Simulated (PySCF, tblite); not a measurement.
# C₁₈H₂₂: electronic excitations, NMR shifts

What do calculations give for the electronic excitations, NMR shifts of C₁₈H₂₂ (`c1ccc(CCCCCCc2ccccc2)cc1`)?

Computed with tblite 0.8.0 and PySCF 2.14.0 and routines of our own; the level stands in each step. Atoms count from 0.

## 1. The starting structure

40 atoms, charge 0, multiplicity 1; geometry from: force field, distance geometry or constructed start.

## 2. Optimising the geometry with GFN2-xTB

What the job is given:

```
{"job": {"kind": "relax", "xc": "GFN2-xTB", "basis": "xTB"}, "charge": 0, "multiplicity": 1}
C      6.036800    -1.762800    -0.492400
C      5.094600    -2.481100     0.242200
C      4.038900    -1.826800     0.867500
C      3.896500    -0.430200     0.746600
C      2.736600     0.274600     1.408200
C      1.514500     0.330900     0.480100
C      0.350300     1.060600     1.148300
C     -0.869200     1.112800     0.234500
C     -2.037600     1.838000     0.903600
C     -3.263700     1.986300    -0.009900
C     -3.946000     0.678700    -0.331700
C     -4.707300     0.017400     0.644600
C     -5.334400    -1.192600     0.357800
C     -5.200700    -1.758200    -0.917500
C     -4.451300    -1.104600    -1.891200
C     -3.824400     0.104100    -1.594800
C      4.838300     0.283600     0.001700
C      5.900500    -0.382500    -0.616900
H      6.859200    -2.273100    -0.969200
H      5.199400    -3.560800     0.346900
H      3.307100    -2.398100     1.438100
H      3.043800     1.292200     1.687400
H      2.484100    -0.228800     2.349000
H      1.204900    -0.690400     0.209600
H      1.780900     0.844400    -0.451700
H      0.079900     0.547700     2.088300
H      0.656400     2.081200     1.413900
H     -0.609200     1.621000    -0.699900
H     -1.168000     0.087800    -0.029600
H     -2.316800     1.319700     1.832100
H     -1.706000     2.845500     1.193900
H     -2.971500     2.498300    -0.938200
H     -3.994700     2.646600     0.469700
H     -4.812100     0.446700     1.641900
H     -5.917700    -1.695800     1.111800
H     -5.689700    -2.699800    -1.144500
H     -4.348500    -1.549300    -2.884100
H     -3.233900     0.596800    -2.376100
H      4.747300     1.355800    -0.109500
H      6.622800     0.188100    -1.194200
```

Started as:

```bash
$ OMP_NUM_THREADS=1 python large_run.py task.json out
```

This one command runs all jobs of the session in turn.

The log of the run:

```text
step      E/eV     max force
  0   -1353.73460    0.821
  1   -1353.77447    0.363
  2   -1353.79895    0.259
  3   -1353.81193    0.126
  4   -1353.81430    0.079
  5   -1353.81543    0.069
  6   -1353.81788    0.061
  7   -1353.81845    0.051
  8   -1353.81955    0.051
  9   -1353.81998    0.047
 10   -1353.82034    0.028
 11   -1353.82057    0.027
 12   -1353.82086    0.029
 13   -1353.82121    0.034
 14   -1353.82155    0.041
 15   -1353.82181    0.034
 16   -1353.82203    0.034
 17   -1353.82231    0.032
 18   -1353.82264    0.041
 19   -1353.82295    0.037
 20   -1353.82321    0.030
 21   -1353.82345    0.036
 22   -1353.82370    0.031
 23   -1353.82394    0.033
 24   -1353.82410    0.027
 25   -1353.82422    0.024
 26   -1353.82432    0.017
```

It took 0.85 s on 1 thread of Arm Neoverse N1, shared host; peak memory 0.18 GiB.

Along the way:

| step | energy from step 0 (eV) | largest force (eV/Å) |
| --- | --- | --- |
| 0 | 0.0000 | 0.8208 |
| 1 | -0.0399 | 0.3633 |
| 2 | -0.0644 | 0.2585 |
| 3 | -0.0773 | 0.1264 |
| 4 | -0.0797 | 0.0792 |
| 5 | -0.0808 | 0.0691 |
| 6 | -0.0833 | 0.0618 |
| 7 | -0.0838 | 0.0505 |
| 8 | -0.0849 | 0.0512 |
| 9 | -0.0854 | 0.0462 |
| 10 | -0.0857 | 0.0284 |
| 11 | -0.0860 | 0.0269 |
| 13 | -0.0866 | 0.0347 |
| 14 | -0.0869 | 0.0410 |
| 15 | -0.0872 | 0.0341 |
| 16 | -0.0874 | 0.0336 |
| 18 | -0.0880 | 0.0404 |
| 19 | -0.0883 | 0.0372 |
| 20 | -0.0886 | 0.0301 |
| 22 | -0.0891 | 0.0312 |
| 23 | -0.0893 | 0.0331 |
| 24 | -0.0895 | 0.0278 |
| 25 | -0.0896 | 0.0235 |
| 26 | -0.0897 | 0.0171 |

Distances of close pairs at the start and the end, largest changes first:

| bond | before (Å) | after (Å) | change (Å) |
| --- | --- | --- | --- |
| C2–C3 | 1.409 | 1.389 | -0.020 |
| C12–C13 | 1.401 | 1.385 | -0.017 |
| C15–H37 | 1.096 | 1.081 | -0.015 |
| C16–C17 | 1.398 | 1.384 | -0.014 |
| C10–C11 | 1.404 | 1.390 | -0.013 |
| C14–H36 | 1.093 | 1.080 | -0.012 |
| C6–H25 | 1.104 | 1.093 | -0.012 |
| C11–C12 | 1.393 | 1.383 | -0.010 |

The end geometry stands in the next job.

## 3. Electronic excitations: TDDFT PBE0/6-31G*

What the job is given:

```
{"job": {"kind": "uv", "basis": "6-31G*", "grid": 1, "kgrid": 0, "vcut": 1.5, "nstates": 6, "ntriplets": 2, "tda": false, "delta": [], "pop": true, "xc": "PBE0"}, "charge": 0, "multiplicity": 1}
C      6.005629    -1.750359    -0.490504
C      5.077018    -2.464895     0.246917
C      4.027045    -1.808124     0.862889
C      3.888905    -0.430194     0.754424
C      2.735022     0.275727     1.405864
C      1.517660     0.319964     0.473905
C      0.339726     1.036608     1.128992
C     -0.889876     1.099296     0.225521
C     -2.043165     1.832597     0.905955
C     -3.261288     1.993700    -0.011729
C     -3.916777     0.679302    -0.330326
C     -4.670595     0.023513     0.636596
C     -5.295577    -1.177278     0.354142
C     -5.176873    -1.741513    -0.905022
C     -4.420807    -1.103294    -1.872329
C     -3.792898     0.096109    -1.584154
C      4.821981     0.275542     0.005530
C      5.874003    -0.377560    -0.611857
H      6.829319    -2.261095    -0.967801
H      5.173650    -3.536710     0.344639
H      3.306763    -2.370097     1.440297
H      3.022274     1.297887     1.662755
H      2.457101    -0.241226     2.327132
H      1.228749    -0.700687     0.212524
H      1.794173     0.833932    -0.449869
H      0.076747     0.521230     2.056160
H      0.642912     2.053797     1.391647
H     -0.630732     1.615764    -0.702150
H     -1.207340     0.087135    -0.034849
H     -2.338263     1.286469     1.804525
H     -1.702680     2.824107     1.214928
H     -2.948537     2.484778    -0.935551
H     -3.990243     2.640952     0.483740
H     -4.775240     0.465050     1.618170
H     -5.884189    -1.670279     1.115129
H     -5.674971    -2.672799    -1.130906
H     -4.325153    -1.537567    -2.856923
H     -3.204934     0.589374    -2.345194
H      4.726161     1.348218    -0.090380
H      6.595304     0.186442    -1.186381
```

Level: TDDFT PBE0/6-31G*, vertical, gas phase, core orbitals frozen in the response, virtual orbitals cut by energy.

The log of the run:

```text
start: PBE on a coarse grid of 31467 points
cycle   1  E = -698.1643916388  dE =  2.163e+00  |g| = 9.152e-01  |ddm| = 6.154e+00
cycle   2  E = -697.9637096349  dE =  2.007e-01  |g| = 1.258e+00  |ddm| = 2.839e+00
cycle   3  E = -698.4116784116  dE = -4.480e-01  |g| = 8.645e-02  |ddm| = 1.794e+00
cycle   4  E = -698.4125724543  dE = -8.940e-04  |g| = 6.358e-02  |ddm| = 1.771e-01
cycle   5  E = -698.4136112780  dE = -1.039e-03  |g| = 2.144e-02  |ddm| = 8.830e-02
cycle   6  E = -698.4137266622  dE = -1.154e-04  |g| = 8.211e-03  |ddm| = 3.197e-02
final grid: 135289 points
cycle   7  E = -698.3244128498  dE = -6.994e-03  |g| = 4.352e-02  |ddm| = 7.137e-01
cycle   8  E = -698.3244284364  dE = -1.559e-05  |g| = 4.392e-02  |ddm| = 1.082e-01
cycle   9  E = -698.3249480566  dE = -5.196e-04  |g| = 6.375e-03  |ddm| = 5.013e-02
cycle  10  E = -698.3249556337  dE = -7.577e-06  |g| = 3.047e-03  |ddm| = 9.670e-03
cycle  11  E = -698.3249596967  dE = -4.063e-06  |g| = 6.365e-04  |ddm| = 4.201e-03
cycle  12  E = -698.3249578145  dE =  1.882e-06  |g| = 2.428e-04  |ddm| = 8.596e-04
cycle  13  E = -698.3249565508  dE =  1.264e-06  |g| = 2.680e-05  |ddm| = 2.387e-04
converged SCF energy = -698.3249565508

Static polarisability (au): isotropic 174.216, principal 131.482 183.453 207.712

Singlet excitations
state   eV       nm        f      main configurations
  1   5.6043    221.2   0.00216   H-1->L 0.28, H-3->L+2 0.17, H-3->L 0.17
  2   5.6150    220.8   0.00185   H-2->L+3 0.36, H->L+1 0.36, H->L+2 0.11
  3   6.2972    196.9   0.07273   H-3->L 0.18, H->L 0.15, H->L+2 0.14
  4   6.3296    195.9   0.05051   H->L+3 0.49, H-2->L+1 0.21
  5   6.5132    190.4   0.00036   H->L 0.69, H-1->L 0.27
  6   6.6080    187.6   0.00241   H->L+2 0.51, H-1->L+2 0.18, H->L+1 0.13

Triplet excitations (Tamm-Dancoff, eV): 4.1772 4.1873
```

Wall time 75 s (1 thread of Arm Neoverse N1, shared host); peak memory 0.61 GiB.

The orbitals next to the gap, with their largest atomic shares:

| orbital | eV | atoms |
| --- | --- | --- |
| HOMO−4 | -8.55 | C6 14 %, C7 14 %, C5 11 % |
| HOMO−3 | -6.98 | C15 26 %, C12 26 %, C11 23 % |
| HOMO−2 | -6.93 | C16 25 %, C1 25 %, C2 24 % |
| HOMO−1 | -6.72 | C13 23 %, C10 21 %, C11 9 % |
| HOMO | -6.61 | C0 22 %, C3 20 %, C2 8 % |
| LUMO | 0.28 | C11 30 %, C14 30 %, C13 11 % |
| LUMO+1 | 0.37 | C17 24 %, C2 23 %, C1 14 % |
| LUMO+2 | 0.37 | C12 19 %, C15 18 %, C13 14 % |
| LUMO+3 | 0.41 | C0 27 %, C3 26 %, C1 10 % |

With each of the 6 states as a Gaussian band of 0.4 eV half-width at 1/e, the curve within the window shown has maxima at 196 nm (ε 5,100) L/(mol cm). Beyond the last state computed it falls off for lack of states. The curve at chosen wavelengths:

nm, ε (L/mol/cm) and a bar:
```
      179        600 ###
      182       1245 #######
      184       1847 ###########
      187       2926 #################
      190       4004 ########################
      193       4787 #############################
      195       5031 ##############################
      198       4923 #############################
      201       4334 ##########################
      203       3774 ######################
      206       2856 #################
      209       2010 ############
      212       1340 ########
      214       1004 ######
      217        647 ####
      220        426 ##
      223        292 ##
      225        233 #
      228        170 #
      231        126 #
      233        103 #
      236         74 
      239         52 
      242         36 
      244         27 
      247         17
```

Ground-state properties from the same run:

| property | computed |
| --- | --- |
| dipole moment (D) | 0.43 |
| polarisability (Å³) | 25.82 |
| HOMO–LUMO gap (eV) | 6.89 |
| −ε(HOMO) (eV) | 6.61 |

## 4. NMR shifts: GIAO KT3/pcSseg-1

The job, as its differences from that of step 3:

```diff
@@ -1,2 +1,2 @@
-{"job": {"kind": "uv", "basis": "6-31G*", "grid": 1, "kgrid": 0, "vcut": 1.5, "nstates": 6, "ntriplets": 2, "tda": false, "delta": [], "pop": true, "xc": "PBE0"}, "charge": 0, "multiplicity": 1}
+{"job": {"kind": "nmr", "xc": "KT3", "basis": "pcSseg-1", "pop": false}, "charge": 0, "multiplicity": 1}
 C      6.005629    -1.750359    -0.490504
```

Method: GIAO KT3/pcSseg-1 NMR shielding, non-relativistic, gas phase.

The log of the run:

```text
start: PBE on a coarse grid of 31467 points
cycle   1  E = -697.7667830376  dE =  2.134e+00  |g| = 8.965e-01  |ddm| = 6.181e+00
cycle   2  E = -697.5353035565  dE =  2.315e-01  |g| = 1.294e+00  |ddm| = 2.499e+00
cycle   3  E = -697.9998105567  dE = -4.645e-01  |g| = 9.721e-02  |ddm| = 1.638e+00
cycle   4  E = -698.0009431159  dE = -1.133e-03  |g| = 6.980e-02  |ddm| = 1.856e-01
cycle   5  E = -698.0021774945  dE = -1.234e-03  |g| = 2.241e-02  |ddm| = 8.632e-02
cycle   6  E = -698.0023008416  dE = -1.233e-04  |g| = 9.072e-03  |ddm| = 3.157e-02
final grid: 287467 points
cycle   7  E = -710.6672114251  dE = -4.440e-02  |g| = 2.949e-02  |ddm| = 9.914e-01
cycle   8  E = -710.6669261493  dE =  2.853e-04  |g| = 4.325e-02  |ddm| = 9.314e-02
cycle   9  E = -710.6674061571  dE = -4.800e-04  |g| = 1.655e-02  |ddm| = 6.365e-02
cycle  10  E = -710.6674815096  dE = -7.535e-05  |g| = 4.997e-03  |ddm| = 2.086e-02
cycle  11  E = -710.6674892780  dE = -7.768e-06  |g| = 7.064e-04  |ddm| = 6.118e-03
cycle  12  E = -710.6674904250  dE = -1.147e-06  |g| = 2.962e-04  |ddm| = 1.007e-03
cycle  13  E = -710.6674883145  dE =  2.111e-06  |g| = 8.359e-05  |ddm| = 4.067e-04
converged SCF energy = -710.6674883145

GIAO shielding tensors (ppm)
atom      isotropic    diamagn.    paramagn.     s11        s22        s33       span
  0 C       65.374     250.112    -184.739    -33.243     55.446    173.918    207.161
  1 C       62.781     251.298    -188.517    -37.387     54.274    171.456    208.842
  2 C       63.084     250.645    -187.562    -32.549     59.920    161.881    194.430
  3 C       47.693     257.242    -209.549    -38.005      9.207    171.878    209.883
  4 C      140.756     251.508    -110.752    128.071    128.988    165.210     37.139
  5 C      141.818     254.927    -113.109    123.519    130.648    171.287     47.768
  6 C      145.924     256.205    -110.280    127.202    141.115    169.456     42.254
  7 C      149.999     254.781    -104.782    129.954    150.975    169.067     39.112
  8 C      145.573     252.082    -106.509    134.616    140.436    161.666     27.050
  9 C      142.750     250.437    -107.687    132.740    137.776    157.735     24.995
 10 C       48.458     258.455    -209.997    -39.072     11.917    172.529    211.601
 11 C       63.122     246.996    -183.874    -33.493     56.688    166.170    199.663
 12 C       62.475     251.105    -188.630    -38.419     54.041    171.803    210.223
 13 C       65.052     251.227    -186.175    -33.483     54.929    173.710    207.193
 14 C       63.341     252.044    -188.703    -36.614     55.066    171.571    208.185
 15 C       61.106     252.096    -190.990    -36.528     61.669    158.176    194.705
 16 C       63.113     247.452    -184.339    -32.417     60.623    161.134    193.551
 17 C       62.701     250.624    -187.923    -37.373     54.217    171.258    208.632
 18 H       24.629      25.832      -1.204     21.361     25.832     26.694      5.333
 19 H       24.536      29.631      -5.094     21.181     25.050     27.378      6.198
 20 H       24.694      36.034     -11.340     21.101     23.343     29.639      8.537
 21 H       29.263      33.928      -4.665     25.017     30.234     32.537      7.520
 22 H       29.263      34.533      -5.271     25.214     30.206     32.368      7.154
 23 H       30.400      40.609     -10.210     25.093     32.159     33.947      8.854
 24 H       30.319      39.582      -9.263     25.355     31.861     33.740      8.386
 25 H       30.522      38.959      -8.437     25.702     32.753     33.111      7.408
 26 H       30.367      37.633      -7.266     25.661     32.196     33.245      7.584
 27 H       30.763      39.680      -8.918     25.869     32.727     33.692      7.823
 28 H       30.410      41.053     -10.643     24.267     30.458     36.505     12.238
 29 H       30.193      36.614      -6.421     25.458     31.060     34.061      8.603
 30 H       29.975      34.141      -4.166     25.424     29.997     34.504      9.081
 31 H       29.492      33.020      -3.528     26.327     28.716     33.431      7.104
 32 H       28.571      28.406       0.165     24.483     27.432     33.798      9.315
 33 H       24.519      32.752      -8.233     21.012     22.942     29.601      8.588
 34 H       24.424      28.324      -3.900     21.186     24.989     27.098      5.912
 35 H       24.594      28.281      -3.687     21.408     25.766     26.609      5.201
 36 H       24.577      31.660      -7.083     21.380     25.055     27.295      5.916
 37 H       24.691      35.865     -11.174     21.770     23.220     29.083      7.313
 38 H       24.633      34.331      -9.699     21.005     23.339     29.555      8.550
 39 H       24.506      27.657      -3.151     21.154     25.089     27.276      6.122
```

It took 69 s on 1 thread of Arm Neoverse N1, shared host; peak memory 0.61 GiB.

The references, computed at this level on geometries of the same kind, shield at (ppm): ¹H TMS 31.76, ¹³C TMS 184.7. Their shielding less the atom's gives the shift. The references are single molecules in the gas phase. Atoms listed in one row are averaged.

| atoms | environment | σ (ppm) | δ (ppm) |
| --- | --- | --- | --- |
| C3, C10 | substituted aromatic carbon | 48.1 | 136.6 |
| C2, C11, C15, C16 | aromatic CH | 62.6 | 122.1 |
| C1, C12, C14, C17 | aromatic CH | 62.8 | 121.9 |
| C0, C13 | aromatic CH | 65.2 | 119.5 |
| C4, C9 | sp3 CH2 on an aromatic ring | 141.8 | 43.0 |
| C5, C8 | sp3 CH2 | 143.7 | 41.0 |
| C6, C7 | sp3 CH2 | 148.0 | 36.8 |
| H19, H34, H36, H39 | hydrogen on an aromatic CH | 24.51 | 7.25 |
| H18, H35 | hydrogen on an aromatic CH | 24.61 | 7.15 |
| H20, H33, H37, H38 | hydrogen on an aromatic CH | 24.63 | 7.13 |
| H21, H22, H31, H32 | hydrogen on an sp3 CH2 on an aromatic ring | 29.15 | 2.61 |
| H23, H24, H29, H30 | hydrogen on an sp3 CH2 | 30.22 | 1.54 |
| H25, H26, H27, H28 | hydrogen on an sp3 CH2 | 30.52 | 1.24 |

Ring of atoms C0, C1, C2, C3, C16, C17: NICS(0) -8.8, NICS(1) -11.0, NICS(1)zz -27.6 ppm (means of both faces).

## 5. Summary of results

| quantity | value |
| --- | --- |
| lowest singlet (PBE0/6-31G*) | 5.60 eV (221 nm), f = 0.002 |
| brightest single state of those computed | state 3, 6.30 eV, f = 0.073 |
| lowest triplet | 4.18 eV |
| ¹³C shifts against TMS (KT3/pcSseg-1, means over atoms taken as alike) | 136.6, 122.1, 121.9, 119.5, 43.0, 41.0, 36.8 ppm |
| ¹H shifts against TMS (KT3/pcSseg-1, means over atoms taken as alike) | 7.25, 7.15, 7.13, 2.61, 1.54, 1.24 ppm |

In words: The first singlet state (HOMO−1→LUMO 0.28, HOMO−3→LUMO+2 0.17) lies at 5.60 eV and is weak; of the 6 states computed, the strongest absorption comes from state 3 at 6.30 eV. The lowest triplet lies 1.43 eV below the lowest singlet (triplets in Tamm-Dancoff, singlets in full TDDFT). NICS(1)zz of -28 ppm above the planar ring from C0 marks a diatropic (aromatic) ring current.
